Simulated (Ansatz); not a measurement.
# AlH₃O₂Se: basis-set convergence

One table from this session's results is given with a row withheld; the runs are named, their logs left out.

Computed with Ansatz 0.2.0, Gaussian basis. Level: one geometry, several basis sets.

The runs, in order: PBE0-D4/def2-SVP; ωB97M-V/def2-SVP; PBE0-D4/def2-QZVPP; ωB97M-V/def2-QZVPP; the functionals' def2-TZVPP values are taken from earlier runs.

### Structure used throughout

The geometry comes from an earlier relaxation with PBE0-D4 in a triple-zeta def2 set; it is a stationary point, not always the lowest conformer.

SMILES `[OH][Al]([OH])[SeH]`, 7 atoms, charge 0, spin multiplicity 1.

Atoms are counted from 1 here; the program's logs count them from 0.

Bond lengths: O1–Al2 1.685 Å, O1–H5 0.954 Å, Al2–O3 1.684 Å, Al2–Se4 2.319 Å, O3–H6 0.955 Å, Se4–H7 1.469 Å. Angles: Al2–O1–H5 124.4°, O1–Al2–O3 116.9°, O1–Al2–Se4 123.4°, O3–Al2–Se4 119.7°, Al2–O3–H6 124.3°, Al2–Se4–H7 91.8°.

Coordinates:

```xyz
7
charge 0, multiplicity 1
O    -1.1891    1.0891    0.5143
Al    0.1257    0.0563    0.3057
O     1.1942   -0.0876    1.5997
Se    0.5100   -1.1442   -1.6404
H    -1.8586    1.2497   -0.1466
H     1.9727   -0.6401    1.5965
H    -0.6938   -0.5911   -2.2747
```

Set-up of the first run:

in.yaml

```yaml
crystal:
  periodic: [false, false, false]
  atoms:
    - {symbol: O, position_ang: [-1.189063, 1.089069, 0.514330]}
    - {symbol: Al, position_ang: [0.125701, 0.056282, 0.305666]}
    - {symbol: O, position_ang: [1.194216, -0.087639, 1.599652]}
    - {symbol: Se, position_ang: [0.510006, -1.144160, -1.640428]}
    - {symbol: H, position_ang: [-1.858594, 1.249671, -0.146630]}
    - {symbol: H, position_ang: [1.972710, -0.640120, 1.596462]}
    - {symbol: H, position_ang: [-0.693775, -0.591105, -2.274651]}
basis:
  gaussian: {orbitals: def2-SVP}
hamiltonian: {xc: pbe0, dispersion: d4}
output: {orbitals: {seedname: orbitals}}
```

Run with:

```console
> ansatz run in.yaml --threads 2 --pin off --events-out ev --progress --plain --max-ram 4352MiB
```

Steps of the session up to this table: PBE0-D4 in def2-SVP; ωB97M-V in def2-SVP; PBE0-D4 in def2-QZVPP; ωB97M-V in def2-QZVPP.

One table of the session follows, with a row left open; its other results are not shown here.

It belongs to the step «Functionals by basis». 

```
functional       basis  HOMO (eV)
   PBE0-D4    def2-SVP      -7.24
   PBE0-D4  def2-TZVPP      -7.39
   PBE0-D4  def2-QZVPP      -7.42
   ωB97M-V    def2-SVP          ?
   ωB97M-V  def2-TZVPP      -9.53
   ωB97M-V  def2-QZVPP      -9.57
```

Q: Estimate the row for ωB97M-V, def2-SVP from the others.

The run gave: HOMO (eV): -9.36. In the column «HOMO (eV)» it lies between ωB97M-V, def2-TZVPP (-9.53) and PBE0-D4, def2-QZVPP (-7.42).
